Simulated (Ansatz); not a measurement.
# Carbon, bcc under LDA: structure, energy and stiffness

The plan for carbon in the bcc structure: relax it, solve it on a dense k-mesh, switch on spin-orbit coupling, then scale the cell to 7 volumes from 88 to 112 % of the relaxed one and try a fit of the equation of state. The k-meshes are 18×18×18 for the relaxation; 31×31×31 for the dense run; 19×19×19 for spin-orbit coupling; 21×21×21 for the volumes.

Computed with Ansatz 0.2.0 (DFT LDA (PW92), plane waves (420 eV) with PAW, scalar-relativistic; PAW files made under PBE, frozen cores solved again for the functional, unless a step says otherwise).

### 1 The structure to begin with

The structure is cubic, space group Im-3m (No. 229). The conventional cell has a = 2.365 Å, b = 2.365 Å, c = 2.365 Å, α = 90.00°, β = 90.00°, γ = 90.00°. Around C (site symmetry m-3m) lie 8 C at 2.05 Å.

Coordinates:

```xyz
1
Lattice="-1.1826 1.1826 1.1826 1.1826 -1.1826 1.1826 1.1826 1.1826 -1.1826" Properties=species:S:1:pos:R:3 pbc="T T T"
C     0.0000    0.0000    0.0000
```

### 2 Relaxation of the cell

File input.yaml:

```yaml
crystal:
  lattice:
    - [-1.1826249197, 1.1826249197, 1.1826249197]
    - [1.1826249197, -1.1826249197, 1.1826249197]
    - [1.1826249197, 1.1826249197, -1.1826249197]
  atoms:
    - { symbol: C, position: [0.0, 0.0, 0.0] }
hamiltonian:
  xc: lda
  pseudopotentials:
    kind: paw
    azcp:
      C: "pseudopotentials/C.paw.azcp"
basis:
  ecutwfc: 420
  fft_grid_basis: typed
kpoints:
  mp_grid: { grid: [18, 18, 18], shift: [0, 0, 0] }
magnetization:
  spin_polarized: false
scf:
  occupations: { method: fermi_dirac, width: 0.1 }
relax:
  max_steps: 60
  f_tol: 0.01
  cell: {}
```

The runs that follow: The energy on a finer k-mesh; With spin-orbit coupling; At 88 % of the relaxed volume; At 92 % of the relaxed volume; At 96 % of the relaxed volume; At 100 % of the relaxed volume; At 104 % of the relaxed volume; At 108 % of the relaxed volume; At 112 % of the relaxed volume.

Q: Predict the outcome of this session. Wanted: space group; conventional cell; volume; shortest distance; gap on the mesh; relative to graphite; V₀, B₀, B₀′.

The runs gave:

```
                      quantity                         value
space group (spins left aside)               Im-3m (No. 229)
             conventional cell                   a = 2.329 Å
                        volume                 6.318 Å³/atom
             shortest distance                       2.017 Å
               gap on the mesh  none (levels filled in part)
          relative to graphite                +4349 meV/atom
                   V₀, B₀, B₀′   6.303 Å³/atom, 225 GPa, 3.9
```

What this shows: The relaxation shrank the cell by 4.5 % in volume. It lies 4349 meV/atom above the element's reference form at the same level (graphite, from a run of its own), so it is far from stable. Levels at the Fermi energy are filled in part, as in a metal. The total energy of the spin-orbit run (on a coarser mesh) lies -2 meV/atom from the scalar one; mesh and treatment of the core enter this figure, so it is no spin-orbit energy. B₀ comes out at 225 GPa. The symmetry was held, so the structure may be unstable against distortions that break it.
